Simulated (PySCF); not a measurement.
# InCl (SMILES [Cl][In]): PBE/STO-3G

Aim: the vertical singlet–triplet gap of InCl at PBE/STO-3G, from 2 runs. 

The calculation is run with PySCF 2.14.0.

7 further runs of the same task are left out: 7 set aside as unsound or not needed.

**1. The molecule**

The species is InCl (2 atoms), meant as a singlet with charge 0. SMILES: `[Cl][In]`. The shape is that of a PBE0-D4/def2-TZVP optimisation.

Bond lengths: Cl1–In2 2.414 Å.

**2. A single-point energy at PBE/STO-3G**

calc.py

```python
# InCl
from pyscf import gto, dft

mol = gto.M(
    atom=[
    ('Cl', (0.000000, -0.000000, -0.013930)),
    ('In', (-0.000000, 0.000000, 2.399590)),
],
    spin=0,
    max_memory=1860,
    verbose=3,
    basis='sto-3g',
)

mf = dft.RKS(mol)
mf.xc = 'pbe'
mf.grids.level = 5
mf.conv_tol = 1e-10
mf.kernel()
if not mf.converged:
    mf = mf.newton().run(mf.mo_coeff, mf.mo_occ)

e_tot = mf.e_tot
print('E = %.10f Eh' % e_tot)
```

The run is started by

```
OMP_NUM_THREADS=1 python calc.py
```

Standard output:

```text
converged SCF energy = -6139.2709581898
E = -6139.2709581898 Eh
```

Run time: 2.6 s. Hardware: 1 thread of Arm Neoverse V1, shared host; peak memory 0.24 GiB.

**3. The triplet at the same level**

input.py

```python
from pyscf import gto, dft

mol = gto.M(
    atom=[
    ('Cl', (0.000000, -0.000000, -0.013930)),
    ('In', (-0.000000, 0.000000, 2.399590)),
],
    verbose=4,
    basis='sto-3g',
    max_memory=1860,
    spin=2,
)

mf = dft.UKS(mol)
mf.xc = 'pbe'
mf.grids.level = 5
mf.conv_tol = 1e-10
mf.kernel()
if not mf.converged:
    mf = mf.newton().run(mf.mo_coeff, mf.mo_occ)

etot = mf.e_tot
print(f'total energy: {etot:.8f} hartree')
```

The run is started by

```
OMP_NUM_THREADS=1 python input.py
```

Standard output:

```text
PySCF version 2.14.0

[INPUT] num. atoms = 2
[INPUT] num. electrons = 66
[INPUT] charge = 0
[INPUT] spin (= nelec alpha-beta = 2S) = 2
[INPUT] symmetry False subgroup None
[INPUT] Mole.unit = angstrom
[INPUT] Symbol           X                Y                Z      unit          X                Y                Z       unit  Magmom
[INPUT]  1 Cl     0.000000000000   0.000000000000  -0.013930000000 AA    0.000000000000   0.000000000000  -0.026323884915 Bohr   0.0
[INPUT]  2 In     0.000000000000   0.000000000000   2.399590000000 AA    0.000000000000   0.000000000000   4.534567911245 Bohr   0.0

nuclear repulsion = 182.639719868226
number of shells = 16
number of NR pGTOs = 108
number of NR cGTOs = 36
basis = sto-3g
ecp = {}

[... 35 lines left out ...]
[... the frontier-level lines of each cycle are left out ...]
[... 3 lines left out ...]
[... 5 lines left out ...]
[... 5 lines left out ...]
[... 5 lines left out ...]
[... 5 lines left out ...]
[... 5 lines left out ...]
[... 5 lines left out ...]
[... 5 lines left out ...]

cycle= 8 E= -6139.16166232166  delta_E= -9.6e-08  |g|= 1.87e-05  |ddm|= 0.00132


cycle= 9 E= -6139.16166232265  delta_E= -9.85e-10  |g|= 1.78e-06  |ddm|= 0.000321


cycle= 10 E= -6139.16166232278  delta_E= -1.36e-10  |g|= 1.58e-06  |ddm|= 0.000303


cycle= 11 E= -6139.16166232294  delta_E= -1.56e-10  |g|= 1.58e-06  |ddm|= 0.000328


cycle= 12 E= -6139.16166232301  delta_E= -7.09e-11  |g|= 1.58e-06  |ddm|= 0.000173


Extra cycle  E= -6139.16166232315  delta_E= -1.43e-10  |g|= 1.58e-06  |ddm|= 0.000309
converged SCF energy = -6139.16166232315  <S^2> = 2.0014451  2S+1 = 3.0009633
total energy: -6139.16166232 hartree
```

Wall time 5.4 s (1 thread of Arm Neoverse V1, shared host); peak memory 0.24 GiB.

**4. Summary of results**

At PBE/STO-3G:

```
                                        quantity           value
                           singlet: total energy  -6139.27096 Eh
                          singlet: dipole moment          2.94 D
                            singlet: HOMO energy        -2.14 eV
                            singlet: LUMO energy         1.00 eV
                          singlet: HOMO–LUMO gap         3.14 eV
                           triplet: total energy  -6139.16166 Eh
                          triplet: dipole moment          3.71 D
     triplet: HOMO energy (highest over α and β)         0.27 eV
                                   triplet: ⟨S²⟩           2.001
vertical energy of the triplet above the singlet        2.974 eV
```

In words: At this shape the triplet lies 2.97 eV (287 kJ/mol) above the singlet. In a minimal basis such a difference can be off by several eV, whatever the method. Relativity is left out (singlet) although the molecule holds a heavy atom. Relativity is left out (triplet) although the molecule holds a heavy atom.
